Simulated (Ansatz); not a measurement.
# BF2H5SSi: the cost of one run

Method: PBE0-D4, def2-SVP first, then def2-TZVP; program: Ansatz 0.2.0, Gaussian basis.

152 further runs of the same task are left out: 152 set aside as unsound or not needed.

### 1 Where the work starts

The guess: 10 atoms, charge 0, spin multiplicity 1.

Atoms are counted from 1 here; the program's logs count them from 0.

Bond lengths: B1–F3 1.339 Å, B1–F4 1.345 Å, B1–H5 1.230 Å, B1–Si6 2.170 Å, S2–H7 1.328 Å, Si6–H8 1.461 Å, Si6–H9 1.459 Å, Si6–H10 1.461 Å. Angles: F3–B1–F4 114.5°, F3–B1–H5 121.4°, F3–B1–Si6 106.6°, F4–B1–H5 119.1°, F4–B1–Si6 107.4°, H5–B1–Si6 78.8°, B1–Si6–H8 110.9°, B1–Si6–H9 111.0°, B1–Si6–H10 99.0°, H8–Si6–H9 112.7°, H8–Si6–H10 111.0°, H9–Si6–H10 111.6°.

As a file:

```xyz
10
BF2H5SSi
B     0.12780   -0.71380   -0.11820
S     1.25300   -0.51840   -2.28130
F    -0.75530   -1.68620   -0.37960
F     1.16600   -1.09430    0.64800
H     0.26290    0.24870   -0.87220
Si   -0.94870    0.82650    0.96610
H     2.40370   -0.31270   -1.65050
H    -0.05410    1.91740    1.34650
H    -2.10650    1.28750    0.20680
H    -1.34880    0.04530    2.13450
```

Distances that are to change: B1–Si6 2.17 Å, S2–H5 1.89 Å, B1–S2 2.45 Å, H5–Si6 2.28 Å.

### 2 Constrained relaxation of the guess

File hold/in.yaml:

```yaml
crystal:
  periodic: [false, false, false]
  atoms:
    - {symbol: B, position_ang: [0.127800, -0.713800, -0.118200]}
    - {symbol: S, position_ang: [1.253000, -0.518400, -2.281300]}
    - {symbol: F, position_ang: [-0.755300, -1.686200, -0.379600]}
    - {symbol: F, position_ang: [1.166000, -1.094300, 0.648000]}
    - {symbol: H, position_ang: [0.262900, 0.248700, -0.872200]}
    - {symbol: Si, position_ang: [-0.948700, 0.826500, 0.966100]}
    - {symbol: H, position_ang: [2.403700, -0.312700, -1.650500]}
    - {symbol: H, position_ang: [-0.054100, 1.917400, 1.346500]}
    - {symbol: H, position_ang: [-2.106500, 1.287500, 0.206800]}
    - {symbol: H, position_ang: [-1.348800, 0.045300, 2.134500]}
basis:
  gaussian: {orbitals: def2-SVP}
hamiltonian: {xc: pbe0, dispersion: d4}
relax: {f_tol: 0.04, max_steps: 150, escape_saddle: false, constraints: [{distance: [0, 5]}, {distance: [1, 4]}, {distance: [0, 1]}, {distance: [4, 5]}]}
```

The run is started by

```sh
> ansatz run in.yaml --threads 4 --pin off --events-out ev --progress --plain --max-ram 9574MiB
```

**Question.** How long does this run take on 4 threads of Arm Neoverse V2, shared host?

About 11 s.
